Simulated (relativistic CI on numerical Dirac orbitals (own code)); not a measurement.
# Mn⁺: one ion under different settings

Aim: see what numerical and physical settings do to the SCF, the total energy and the lowest levels of Mn⁺.

Method: Dirac-Coulomb-Breit CI, KLI orbitals optimised for each configuration, model QED (radiative potential, 1s self-energy scaled to tabulated hydrogen-like ionisation energies), numerical settings as typed. Code: relativistic CI on numerical Dirac orbitals (own code) version 3.

**1. The system**

| Quantity | Value |
| --- | --- |
| ion | Mn⁺ (Mn II) |
| nuclear charge | 25 |
| electrons | 24 |
| isotope | A = 55 |

**2. Usual settings**

Settings of the run:

```ini
atom Mn  Z=25  charge=1  electrons=24
nucleus A=55  rms_radius_fm=3.7057
hamiltonian dirac-coulomb  breit=on  qed=on  c_scale=1
orbitals kli  potential=per-configuration
slater_scale 1
correlation none
mixing on
grid step=0.0125 r_max=74.5
scf mixing=0.4 start=green max_iterations=150 tolerance=2e-08 node_fill=0.05
configurations
  [Ar] 3d5 4s
  [Ar] 3d6
end
```

Command:

```
> python run_levels.py task.json out
```

The settings of every run stand in task.json; they run in order.

**3. Node fill 0.5, grid step 0.008, Slater scale 1.2**

Settings of the run:

```ini
atom Mn  Z=25  charge=1  electrons=24
nucleus A=55  rms_radius_fm=3.7057
hamiltonian dirac-coulomb  breit=on  qed=on  c_scale=1
orbitals kli  potential=per-configuration
slater_scale 1.2
correlation none
mixing on
grid step=0.008 r_max=74.5
scf mixing=0.4 start=green max_iterations=150 tolerance=2e-08 node_fill=0.5
configurations
  [Ar] 3d5 4s
  [Ar] 3d6
end
```

**4. Start potential thomas-fermi, end of the grid 111.75**

Settings of the run:

```ini
atom Mn  Z=25  charge=1  electrons=24
nucleus A=55  rms_radius_fm=3.7057
hamiltonian dirac-coulomb  breit=on  qed=on  c_scale=1
orbitals kli  potential=per-configuration
slater_scale 1
correlation none
mixing on
grid step=0.0125 r_max=111.75
scf mixing=0.4 start=thomas-fermi max_iterations=150 tolerance=2e-08 node_fill=0.05
configurations
  [Ar] 3d5 4s
  [Ar] 3d6
end
```

**5. Start potential thomas-fermi**

Changes to the settings of step 4:

```diff
@@ -7,3 +7,3 @@
 mixing on
-grid step=0.0125 r_max=111.75
+grid step=0.0125 r_max=74.5
 scf mixing=0.4 start=thomas-fermi max_iterations=150 tolerance=2e-08 node_fill=0.05
```

**6. Tolerance 0.0001**

Changes to the settings of step 5:

```diff
@@ -8,3 +8,3 @@
 grid step=0.0125 r_max=74.5
-scf mixing=0.4 start=thomas-fermi max_iterations=150 tolerance=2e-08 node_fill=0.05
+scf mixing=0.4 start=green max_iterations=150 tolerance=0.0001 node_fill=0.05
 configurations
```

(Steps that only read results are left out.)

What does the calculation give? Wanted: lowest level, usual settings; total energy; first excitation.

The runs gave:

| setting | total energy less usual (Ha) | largest shift of a level among the lowest eight of both runs, same label and place (cm⁻¹) | SCF iterations | time | lowest level | kind of change |
| --- | --- | --- | --- | --- | --- | --- |
| usual | 0 | 0 | 22 | 0.1 s | 3d5 4s 7S3 | - |
| node fill 0.5, grid step 0.008, Slater scale 1.2 | -0.0201 | 5370 | 25 | 0.15 s | 3d5 4s 7S3 | model term |
| start potential thomas-fermi, end of the grid 111.75 | 0 | 0 | 26 | 0.1 s | 3d5 4s 7S3 | numerical |
| start potential thomas-fermi | 0 | 0 | 26 | 0.099 s | 3d5 4s 7S3 | numerical |
| tolerance 0.0001 | -1.35e-05 | 4.11 | 17 | 0.087 s | 3d5 4s 7S3 | numerical |

```
                    quantity          value
lowest level, usual settings     3d5 4s 7S3
                total energy  -1156.6415 Ha
            first excitation   14126.1 cm⁻¹
```

What this shows: Among the runs whose levels can be followed, they move most under «node fill 0.5, grid step 0.008, Slater scale 1.2» (model term), by up to 5370 cm⁻¹. No visible change in the result comes from «start potential thomas-fermi, end of the grid 111.75» or «start potential thomas-fermi». Only the listed configurations are in the model. In a near-neutral ion this small CI can misplace whole configurations by 10,000 cm⁻¹ or more.
